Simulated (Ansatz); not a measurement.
**GaSb: pressure up to the limit of the methods**

One table from this session's results is given with a row withheld; the runs are named, their logs left out.

Computed with Ansatz 0.2.0 (DFT LDA, with the methods named in each step, unless a step's input says otherwise).

## The structure to begin with

The structure is cubic, space group F-43m (No. 216). Conventional cell: a = 6.214 Å, b = 6.214 Å, c = 6.214 Å, α = 90.00°, β = 90.00°, γ = 90.00°. Around Ga (site symmetry -43m) lie 4 Sb at 2.69 Å. Around Sb (site symmetry -43m) lie 4 Ga at 2.69 Å.

As a file:

```xyz
2
Lattice="0.0000 3.1072 3.1072 3.1072 0.0000 3.1072 3.1072 3.1072 0.0000" Properties=species:S:1:pos:R:3 pbc="T T T"
Ga    0.0000    0.0000    0.0000
Sb    1.5536    1.5536    1.5536
```

Whether this phase is the stable one at these pressures isn't tested.

Atoms are numbered in the order of the input: Ga1, Sb2.

The first run:

Contents of input.yaml:

```yaml
crystal:
  lattice:
    - [0.0, 3.107232506, 3.107232506]
    - [3.107232506, 0.0, 3.107232506]
    - [3.107232506, 3.107232506, 0.0]
  atoms:
    - { symbol: Ga, position: [0.0, 0.0, 0.0] }
    - { symbol: Sb, position: [0.25, 0.25, 0.25] }
kpoints:
  mp_grid: { grid: [11, 11, 11] }
scf:
  occupations: { method: fermi_dirac, width: 0.1 }
hamiltonian:
  xc: lda
  pseudopotentials: { kind: paw }
output:
  forces: true
  stress: true
relax:
  f_tol: 0.005
  max_steps: 40
  cell: {}
```

On the command line:

```sh
> ansatz run input.yaml --threads 1 --pin off --max-ram 2048MiB --backend cpu --events-out ev --progress --plain --runs-dir out
```

Among the steps run: Cell relaxed at zero pressure, PAW; Volume scaled by 1, PAW; Volume scaled by 0.94, PAW; Volume scaled by 0.88, PAW; Volume scaled by 0.8, PAW; Volume scaled by 0.72, PAW; Volume scaled by 0.64, PAW; Volume scaled by 0.55, PAW; Volume scaled by 0.55, PAW (level accurate).

One of the session's tables, all rows but one given; the rest of the session is left out.

```
              method  volume over the first  volume (Å³/atom)  pressure (GPa)
                 PAW                      1            27.680           -0.01
                 PAW                   0.94            26.019            3.95
                 PAW                   0.88                 ?               ?
                 PAW                    0.8            22.144           20.93
                 PAW                   0.72            19.929           39.25
                 PAW                   0.64            17.715           69.51
                 PAW                   0.55            15.224          130.22
PAW (level accurate)                   0.55            15.224          130.39
```

**Question.** Estimate the row for PAW, 0.88.

As computed: volume (Å³/atom): 24.358; pressure (GPa): 9.58. In the column «volume (Å³/atom)» it lies between PAW, 0.8 (22.144) and PAW, 0.94 (26.019).
